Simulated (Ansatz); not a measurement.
# FH4SbSi: small, medium and large basis sets

How large a basis does FH4SbSi need? Two functionals are run in growing sets.

Method: one geometry, several basis sets; program: Ansatz 0.2.0, Gaussian basis.

Levels to be run: PBE0-D4/def2-SVP; ωB97M-V/def2-SVP; PBE0-D4/def2-QZVPP; ωB97M-V/def2-QZVPP; the functionals' def2-TZVPP values are taken from earlier runs.

1 further run of the same task is left out (for a known fault of the program).

## (1) Structure used throughout

All runs share one geometry, relaxed beforehand with PBE0-D4 in a triple-zeta def2 set. Sb takes the def2 core potential; no spin-orbit term is included.

SMILES `F[SiH2][SbH2]`, 7 atoms, charge 0, spin multiplicity 1.

Atoms are counted from 1 here; the program's logs count them from 0.

Bond lengths: F1–Si2 1.606 Å, Si2–Sb3 2.571 Å, Si2–H4 1.484 Å, Si2–H5 1.486 Å, Sb3–H6 1.708 Å, Sb3–H7 1.711 Å. Angles: F1–Si2–Sb3 108.7°, F1–Si2–H4 107.4°, F1–Si2–H5 107.7°, Sb3–Si2–H4 113.7°, Sb3–Si2–H5 109.6°, H4–Si2–H5 109.6°, Si2–Sb3–H6 91.0°, Si2–Sb3–H7 88.0°, H6–Sb3–H7 91.3°.

## (2) PBE0-D4 in def2-SVP

File in.yaml:

```yaml
crystal:
  periodic: [false, false, false]
  atoms:
    - {symbol: F, position_ang: [-2.129371, 0.590333, -0.111032]}
    - {symbol: Si, position_ang: [-0.742803, -0.101110, -0.534879]}
    - {symbol: Sb, position_ang: [1.167510, 1.012189, 0.776323]}
    - {symbol: H, position_ang: [-0.875350, -1.556077, -0.273883]}
    - {symbol: H, position_ang: [-0.549593, 0.128203, -1.990255]}
    - {symbol: H, position_ang: [0.945271, -0.069417, 2.079236]}
    - {symbol: H, position_ang: [2.245635, -0.072120, 0.008792]}
basis:
  gaussian: {orbitals: def2-SVP}
hamiltonian: {xc: pbe0, dispersion: d4}
output: {orbitals: {seedname: orbitals}}
```

Started as:

```sh
$ ansatz run in.yaml --threads 2 --pin off --events-out ev --progress --plain --max-ram 4352MiB
```

Log:

```text
Functional definition: PBE0
  name "PBE0"
  cite "Adamo & Barone, J. Chem. Phys. 110, 6158 (1999) doi:10.1063/1.478522"
  cite "Perdew, Burke & Ernzerhof, Phys. Rev. Lett. 77, 3865 (1996) doi:10.1103/PhysRevLett.77.3865"
  parent pbe
  parameter a = 0.25
  parameter kappa = 0.804
  parameter beta = 0.06672455060314922
  exchange = (1 - a)*pbe_x(kappa = kappa, mu = beta*pi^2/3) + a*exact_x
  correlation = pbe_c(beta = beta)
833 factors; integrals over basis functions are off by at most 1.1e-3 eV
mean field evaluation 1: about -17186.5547 eV, gradient 2.7e1 eV
mean field evaluation 2: about -17185.2481 eV, gradient 4.1e1 eV
mean field evaluation 4: about -17187.7406 eV, gradient 6.1e-1 eV
mean field evaluation 8: about -17187.7776 eV, gradient 4.1e-2 eV
mean field -17187.77761932 eV, -631.6391772157 hartree, gradient 6.5e-5 eV, S^2 0.000000; 0 other end points of the search recorded, 0 dependent functions left out
reference -17187.77764456 eV, -631.6391781434 hartree; 25, 25 occupied and 53, 53 virtual orbitals, 833 factors
Total energy: -17187.90224068 eV, -631.6437569665 hartree
```

Run time: 1.2 s. Hardware: 2 threads of Arm Neoverse V1, shared host.

## (3) ωB97M-V in def2-SVP

in.yaml: that of step 2 with these lines changed.

```diff
@@ -12,3 +12,3 @@
   gaussian: {orbitals: def2-SVP}
-hamiltonian: {xc: pbe0, dispersion: d4}
+hamiltonian: {xc: {name: wB97M-V}}
 output: {orbitals: {seedname: orbitals}}
```

The command is unchanged.

Log, shortened:

```text
Functional definition: wB97M-V
  name "wB97M-V"
  cite "Mardirossian & Head-Gordon, J. Chem. Phys. 144, 214110 (2016) doi:10.1063/1.4952647"
  cite "Becke, J. Chem. Phys. 107, 8554 (1997) doi:10.1063/1.475007"
  cite "Vydrov & Van Voorhis, J. Chem. Phys. 133, 244103 (2010) doi:10.1063/1.3521275"
  # Of w^i u^j: cxij and so on, Table III.
[...]
  gx(w, u) = 1 - cx + cx01*u + cx10*w
  gss(w, u) = css00 + css04*u^4 + css10*w + css20*w^2 + css43*w^4*u^3
  gos(w, u) = cos00 + cos10*w + (cos20 + cos21*u)*w^2 + (cos60 + cos61*u)*w^6
[...]
      + integral(e_c_pw_mod_opposite_spin*gos(b97_w_opposite, b97_u_opposite)) + vv10(b, c)
833 factors; integrals over basis functions are off by at most 1.1e-3 eV
249 factors; integrals over basis functions are off by at most 6.6e-6 eV
[...]
mean field -17190.85513275 eV, -631.7522737485 hartree, gradient 8.0e-5 eV, S^2 0.000000; 0 other end points of the search recorded, 0 dependent functions left out
reference -17190.85517221 eV, -631.7522751986 hartree; 25, 25 occupied and 53, 53 virtual orbitals, 833 factors
Total energy: -17190.85517221 eV, -631.7522751986 hartree
```

Run time: 6 s. Hardware: 2 threads of Arm Neoverse V1, shared host.

## (4) PBE0-D4 in def2-QZVPP

in.yaml: that of step 3 with these lines changed.

```diff
@@ -11,4 +11,4 @@
 basis:
-  gaussian: {orbitals: def2-SVP}
-hamiltonian: {xc: {name: wB97M-V}}
+  gaussian: {orbitals: "def2-QZVPP.json"}
+hamiltonian: {xc: pbe0, dispersion: d4}
 output: {orbitals: {seedname: orbitals}}
```

Same command.

Log:

```text
Functional definition: PBE0
  name "PBE0"
  cite "Adamo & Barone, J. Chem. Phys. 110, 6158 (1999) doi:10.1063/1.478522"
  cite "Perdew, Burke & Ernzerhof, Phys. Rev. Lett. 77, 3865 (1996) doi:10.1103/PhysRevLett.77.3865"
  parent pbe
  parameter a = 0.25
  parameter kappa = 0.804
  parameter beta = 0.06672455060314922
  exchange = (1 - a)*pbe_x(kappa = kappa, mu = beta*pi^2/3) + a*exact_x
  correlation = pbe_c(beta = beta)
1270 factors; their error is unknown
mean field evaluation 1: about -17193.2925 eV, gradient 3.2e1 eV
mean field evaluation 2: about -17191.4461 eV, gradient 5.0e1 eV
mean field evaluation 4: about -17194.8663 eV, gradient 1.9e0 eV
mean field evaluation 8: about -17194.9231 eV, gradient 4.1e-2 eV
mean field evaluation 16: about -17194.9231 eV, gradient 1.7e-5 eV
mean field -17194.92312380 eV, -631.9017696621 hartree, gradient 1.7e-5 eV, S^2 0.000000; 0 other end points of the search recorded, 0 dependent functions left out
reference -17194.92316191 eV, -631.9017710625 hartree; 25, 25 occupied and 304, 304 virtual orbitals, 1270 factors
Total energy: -17195.04775803 eV, -631.9063498856 hartree
```

Run time: 7 s. Hardware: 2 threads of Arm Neoverse V1, shared host; peak memory 0.84 GiB.

## (5) ωB97M-V in def2-QZVPP

in.yaml: that of step 4 with these lines changed.

```diff
@@ -12,3 +12,3 @@
   gaussian: {orbitals: "def2-QZVPP.json"}
-hamiltonian: {xc: pbe0, dispersion: d4}
+hamiltonian: {xc: {name: wB97M-V}}
 output: {orbitals: {seedname: orbitals}}
```

Same command.

Log, shortened:

```text
Functional definition: wB97M-V
  name "wB97M-V"
  cite "Mardirossian & Head-Gordon, J. Chem. Phys. 144, 214110 (2016) doi:10.1063/1.4952647"
  cite "Becke, J. Chem. Phys. 107, 8554 (1997) doi:10.1063/1.475007"
  cite "Vydrov & Van Voorhis, J. Chem. Phys. 133, 244103 (2010) doi:10.1063/1.3521275"
  # Of w^i u^j: cxij and so on, Table III.
[...]
  gx(w, u) = 1 - cx + cx01*u + cx10*w
  gss(w, u) = css00 + css04*u^4 + css10*w + css20*w^2 + css43*w^4*u^3
  gos(w, u) = cos00 + cos10*w + (cos20 + cos21*u)*w^2 + (cos60 + cos61*u)*w^6
[...]
      + integral(e_c_pw_mod_opposite_spin*gos(b97_w_opposite, b97_u_opposite)) + vv10(b, c)
1250 factors; their error is unknown
278 factors; integrals over basis functions are off by at most 2.5e-5 eV
[...]
mean field -17198.11103436 eV, -632.0189232144 hartree, gradient 1.8e-5 eV, S^2 0.000000; 0 other end points of the search recorded, 0 dependent functions left out
reference -17198.11109605 eV, -632.0189254814 hartree; 25, 25 occupied and 304, 304 virtual orbitals, 1250 factors
Total energy: -17198.11109605 eV, -632.0189254814 hartree
```

Wall time 18 s (2 threads of Arm Neoverse V1, shared host); peak memory 1 GiB.

## (6) Functionals by basis

The def2-TZVPP values come from earlier runs at the same geometry.

```csv
functional,basis,functions,energy (eV),from the largest (eV),HOMO (eV),LUMO (eV)
PBE0-D4,def2-SVP,78,-17187.9022,7.146,-7.36,-0.46
PBE0-D4,def2-TZVPP,179,-17194.5652,0.483,-7.40,-0.68
PBE0-D4,def2-QZVPP,329,-17195.0478,0.000,-7.42,-0.75
ωB97M-V,def2-SVP,78,-17190.8552,7.256,-9.32,1.39
ωB97M-V,def2-TZVPP,179,-17197.6520,0.459,-9.39,0.99
ωB97M-V,def2-QZVPP,329,-17198.1111,0.000,-9.40,0.78
```

## (7) What came out

| quantity | value |
| --- | --- |
| PBE0-D4: double and triple zeta above quadruple | 7.15, 0.48 eV |
| ωB97M-V: double and triple zeta above quadruple | 7.26, 0.46 eV |

What this shows: For PBE0-D4 the step from double to triple zeta gains 6.66 eV and the next only 0.48 eV. Total energies overstate the basis error of differences, where much of it tends to cancel. The LUMO of ωB97M-V is positive and keeps falling with the basis (1.39 to 0.78 eV): an unbound level that the basis holds in place.

For PBE0-D4 the largest set took about 6 times as long as the smallest (7 s against 1.2 s).
